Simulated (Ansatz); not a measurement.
# CH4SSeSi: how energies converge with the basis set

An exercise on one series of results from a longer session: the logs are not shown, and one member is left open.

Method: one geometry, several basis sets; program: Ansatz 0.2.0, Gaussian basis.

Plan: PBE0-D4/def2-SVP; ωB97M-V/def2-SVP; PBE0-D4/def2-QZVPP; ωB97M-V/def2-QZVPP; the functionals' def2-TZVPP values are taken from earlier runs.

### The geometry

The geometry comes from an earlier relaxation with PBE0-D4 in a triple-zeta def2 set; it is a stationary point, not always the lowest conformer.

SMILES `C1S[SiH2][Se]1`, 8 atoms, charge 0, spin multiplicity 1.

Atoms are counted from 1 here; the program's logs count them from 0.

Bond lengths: C1–S2 1.826 Å, C1–Se4 1.978 Å, C1–H5 1.088 Å, C1–H6 1.088 Å, S2–Si3 2.134 Å, Si3–Se4 2.273 Å, Si3–H7 1.486 Å, Si3–H8 1.486 Å. Angles: S2–C1–Se4 106.4°, S2–C1–H5 110.4°, S2–C1–H6 110.4°, Se4–C1–H5 109.5°, Se4–C1–H6 109.5°, H5–C1–H6 110.6°, C1–S2–Si3 86.7°, S2–Si3–Se4 87.4°, S2–Si3–H7 114.9°, S2–Si3–H8 114.9°, Se4–Si3–H7 115.6°, Se4–Si3–H8 115.6°, H7–Si3–H8 107.6°, C1–Se4–Si3 79.5°.

As a file:

```xyz
8

C    -0.63828    1.13367   -0.40271
S     0.53267    0.92650    0.98273
Si    0.66459   -1.12270    0.40191
Se   -0.80740   -0.64004   -1.26132
H    -0.24980    1.85048   -1.12273
H    -1.61015    1.45236   -0.03250
H     2.01289   -1.56292   -0.04111
H     0.18758   -2.09445    1.41983
```

Set-up of the first run:

Input file in.yaml:

```yaml
crystal:
  periodic: [false, false, false]
  atoms:
    - {symbol: C, position_ang: [-0.638279, 1.133668, -0.402708]}
    - {symbol: S, position_ang: [0.532674, 0.926498, 0.982734]}
    - {symbol: Si, position_ang: [0.664592, -1.122703, 0.401911]}
    - {symbol: Se, position_ang: [-0.807399, -0.640036, -1.261321]}
    - {symbol: H, position_ang: [-0.249805, 1.850475, -1.122731]}
    - {symbol: H, position_ang: [-1.610152, 1.452365, -0.032503]}
    - {symbol: H, position_ang: [2.012892, -1.562917, -0.041115]}
    - {symbol: H, position_ang: [0.187577, -2.094450, 1.419832]}
basis:
  gaussian: {orbitals: def2-SVP}
hamiltonian: {xc: pbe0, dispersion: d4}
output: {orbitals: {seedname: orbitals}}
```

Steps of the session up to this table: PBE0-D4 in def2-SVP; ωB97M-V in def2-SVP; PBE0-D4 in def2-QZVPP; ωB97M-V in def2-QZVPP.

One of the session's tables, all rows but one given; the rest of the session is left out.

```
functional       basis  HOMO (eV)
   PBE0-D4    def2-SVP      -6.83
   PBE0-D4  def2-TZVPP      -6.90
   PBE0-D4  def2-QZVPP          ?
   ωB97M-V    def2-SVP      -8.96
   ωB97M-V  def2-TZVPP      -9.05
   ωB97M-V  def2-QZVPP      -9.07
```

Estimate the missing values for PBE0-D4, def2-QZVPP.

The run gave: HOMO (eV): -6.91. In the column «HOMO (eV)» it lies between ωB97M-V, def2-SVP (-8.96) and PBE0-D4, def2-TZVPP (-6.90).
